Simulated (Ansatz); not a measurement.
# PbS (Galena): the cost of one run

All numbers are computed with Ansatz 0.2.0 through its Python package. Level of theory: DFT r2SCAN, plane waves, PAW.

The COD entry's cell or inner coordinates are ideal or old and differ from later refinements, so a difference from it is no clean test against experiment.

### Step 1. Starting point

It takes space group Fm-3m (No. 225, cubic). The conventional cell has a = 5.931 Å, b = 5.931 Å, c = 5.931 Å, α = 90.00°, β = 90.00°, γ = 90.00°. Pb (site symmetry m-3m) has 6 S at 2.97 Å as nearest neighbours. S (site symmetry m-3m) is surrounded by 6 Pb at 2.97 Å.

The script holds or builds the structure itself.

### Step 2. Script

The input, defect.py:

```python
'''Point defect (substitution) in PbS.'''

import warnings

import ansatz as az
from ase import Atoms
import numpy as np

warnings.simplefilter('ignore', az.DeckWarning)

atoms = Atoms(
    ['Pb', 'S'],
    scaled_positions=[
        (0.0, 0.0, 0.0),
        (0.5, 0.5, 0.5),
    ],
    cell=[
        (0.0, 2.96575, 2.96575),
        (2.96575, 0.0, 2.96575),
        (2.96575, 2.96575, 0.0),
    ],
    pbc=True,
)
crystal = az.Crystal.from_ase(atoms)
host = crystal.supercell(2)
defective = host.substitution('O', at=(0.5, 0.5, 0.5), replaces='S')

def with_settings(structure):
    return (
        structure.calculation()
        .functional('r2scan')
        .pseudopotentials('paw')
        .basis(20 * az.Ha)
        .kpoints(2)
        .occupations('gaussian', width=0.05)
        .band_table()
    )


perfect = with_settings(host).run(threads=1).report
calc = with_settings(defective)
calc = calc.relax(force_tolerance=0.03, max_steps=25)
res = calc.run(threads=1)
data = res.report

n_host, n_defect = len(perfect['lattice']['sites']), len(data['lattice']['sites'])
print(f'perfect cell: {n_host} atoms, F = {perfect["free_energy_ev"]:.4f} eV')
print(f'defect cell:  {n_defect} atoms, F = {data["free_energy_ev"]:.4f} eV')
# chemical potentials are still to be added to this difference
print(f'difference {data["free_energy_ev"] - perfect["free_energy_ev"]:.4f} eV (no chemical potentials)')

for label, run in (('perfect', perfect), ('defect', data)):
    levels, filled = np.array(run['eigenvalues_ev'][0]), np.array(run['occupations'][0])
    top = int(np.argmin(np.abs(levels - run['fermi_energy_ev'])))
    window = slice(max(top - 3, 0), top + 4)
    print(label, 'levels near E_F at the first k-point:', ', '.join(f'{e - run["fermi_energy_ev"]:.2f} ({f:.2f})' for e, f in zip(levels[window], filled[window])))

start = np.array([site.position for site in defective.resolved().sites])
step = np.array([site.position_frac for site in res.lattice.sites]) - start
moved = np.linalg.norm((step - np.round(step)) @ res.lattice.cell_ang, axis=1)
print('relaxation by atom (A):', ' '.join(f'{site.symbol}:{d:.3f}' for site, d in zip(res.lattice.sites, moved)))
```

### Step 3. Running it

Started as:

```sh
$ python defect.py
```

Q: Estimate wall time and peak memory on 1 thread of Arm Neoverse V1, shared host.

About 2.2 min, with a peak of 1.9 GiB.
